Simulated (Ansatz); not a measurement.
# ClH3O3Zn: the cost of one run

All numbers below are computed with Ansatz 0.2.0 (RKS PBE/def2-SVP).

## 1. Starting point

Bond lengths: Zn1–O2 2.195 Å, Zn1–Cl3 2.080 Å, Zn1–O5 2.198 Å, O5–O6 1.438 Å, O2–H7 0.957 Å, O6–H8 0.967 Å. Angles: Zn1–O2–H7 118.5°, O2–Zn1–Cl3 148.5°, O2–Zn1–O5 68.4°, Cl3–Zn1–O5 126.3°, Zn1–O5–O6 77.8°, O5–O6–H8 102.2°.

Coordinates:

```xyz
8

Zn   -0.4940    0.6682   -0.9095
O     0.9769   -0.9538   -1.0662
Cl   -2.4673    1.2972   -1.1015
H     1.0170   -0.4582    0.1095
O     0.6061    0.3912    0.9729
O    -0.6636   -0.2157    1.2699
H     1.8246   -0.7649   -1.4686
H    -0.7997    0.0360    2.1934
```

## 2. A restrained relaxation towards end A

Springs on the bonds that form and break draw the guess towards this end; the thresholds are loose.

The input, input.yaml:

```yaml
crystal:
  periodic: [false, false, false]
  atoms:
    - { symbol: Zn, position_ang: [-0.494, 0.6682, -0.9095] }
    - { symbol: O, position_ang: [0.9769, -0.9538, -1.0662] }
    - { symbol: Cl, position_ang: [-2.4673, 1.2972, -1.1015] }
    - { symbol: H, position_ang: [1.017, -0.4582, 0.1095] }
    - { symbol: O, position_ang: [0.6061, 0.3912, 0.9729] }
    - { symbol: O, position_ang: [-0.6636, -0.2157, 1.2699] }
    - { symbol: H, position_ang: [1.8246, -0.7649, -1.4686] }
    - { symbol: H, position_ang: [-0.7997, 0.036, 2.1934] }
basis:
  gaussian: { orbitals: def2-SVP }
hamiltonian:
  xc: pbe
relax:
  f_tol: 0.15
  max_steps: 25
  restrain:
    - { distance: [0, 4], at: 3.18, k: 30.0 }
    - { distance: [3, 1], at: 2.27, k: 30.0 }
    - { distance: [0, 1], at: 1.88, k: 30.0 }
    - { distance: [3, 4], at: 0.97, k: 30.0 }
output:
  orbitals: {}
```

Launch:

```
$ ansatz run input.yaml --threads 2 --pin off --max-ram 3072MiB --backend cpu --events-out ev --progress --plain --runs-dir out
```

**Question.** How long does this run take on 2 threads of Arm Neoverse V1, shared host, and how much memory does it need?

About 28 s, with a peak of 0.15 GiB.
